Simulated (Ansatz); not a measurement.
# C5HF7: the cost of one run

Method: the settings change from run to run; program: Ansatz 0.2.0, Gaussian basis.

## (1) The molecule

The geometry comes from an earlier relaxation with PBE0-D4 in a triple-zeta def2 set; it is a stationary point, not always the lowest conformer.

SMILES `FC1=CC(F)(F)C(F)(F)C1(F)F`, 13 atoms, charge 0, spin multiplicity 1.

Atoms are counted from 1 here; the program's logs count them from 0.

Bond lengths: F1–C2 1.311 Å, C2–C3 1.323 Å, C2–C10 1.500 Å, C3–C4 1.489 Å, C3–H13 1.081 Å, C4–F5 1.345 Å, C4–F6 1.351 Å, C4–C7 1.560 Å, C7–F8 1.338 Å, C7–F9 1.331 Å, C7–C10 1.558 Å, C10–F11 1.346 Å, C10–F12 1.339 Å. Angles: F1–C2–C3 127.0°, F1–C2–C10 118.5°, C3–C2–C10 114.4°, C2–C3–C4 110.4°, C2–C3–H13 127.0°, C4–C3–H13 122.6°, C3–C4–F5 112.5°, C3–C4–F6 111.6°, C3–C4–C7 104.7°, F5–C4–F6 107.0°, F5–C4–C7 111.1°, F6–C4–C7 109.9°, C4–C7–F8 109.4°, C4–C7–F9 112.6°, C4–C7–C10 104.4°, F8–C7–F9 108.9°, F8–C7–C10 109.1°, F9–C7–C10 112.2° and more.

## (2) LC-wPBE/6-31G*

Set apart from the defaults: charge -1, multiplicity 2, the search for lower states set to full.

in.yaml reads:

```yaml
crystal:
  periodic: [false, false, false]
  atoms:
    - {symbol: F, position_ang: [-1.454264, -2.013900, -0.920633]}
    - {symbol: C, position_ang: [-0.834764, -0.956764, -0.455101]}
    - {symbol: C, position_ang: [-1.346019, 0.249887, -0.272440]}
    - {symbol: C, position_ang: [-0.324624, 1.163919, 0.309006]}
    - {symbol: F, position_ang: [-0.274625, 2.349871, -0.323380]}
    - {symbol: F, position_ang: [-0.571569, 1.421730, 1.611681]}
    - {symbol: C, position_ang: [1.025093, 0.394039, 0.165418]}
    - {symbol: F, position_ang: [1.671188, 0.826718, -0.923609]}
    - {symbol: F, position_ang: [1.816487, 0.545570, 1.224979]}
    - {symbol: C, position_ang: [0.602404, -1.089947, -0.047202]}
    - {symbol: F, position_ang: [0.725648, -1.789794, 1.096001]}
    - {symbol: F, position_ang: [1.346765, -1.698943, -0.979515]}
    - {symbol: H, position_ang: [-2.361218, 0.562711, -0.470606]}
basis:
  gaussian: {orbitals: "6-31G*"}
total_charge: -1
magnetization: {spin_polarized: true, initial_magnetization: 1}
hamiltonian: {xc: {name: LC-wPBE}}
scf: {lower_state_search: full}
```

The run is started by

```console
> ansatz run in.yaml --threads 4 --pin off --events-out ev --progress --plain --max-ram 66560MiB --backend cpu
```

What time and memory should one allow on 4 threads of AMD EPYC 7R13, shared host?

About 37 s, with a peak of 0.83 GiB.
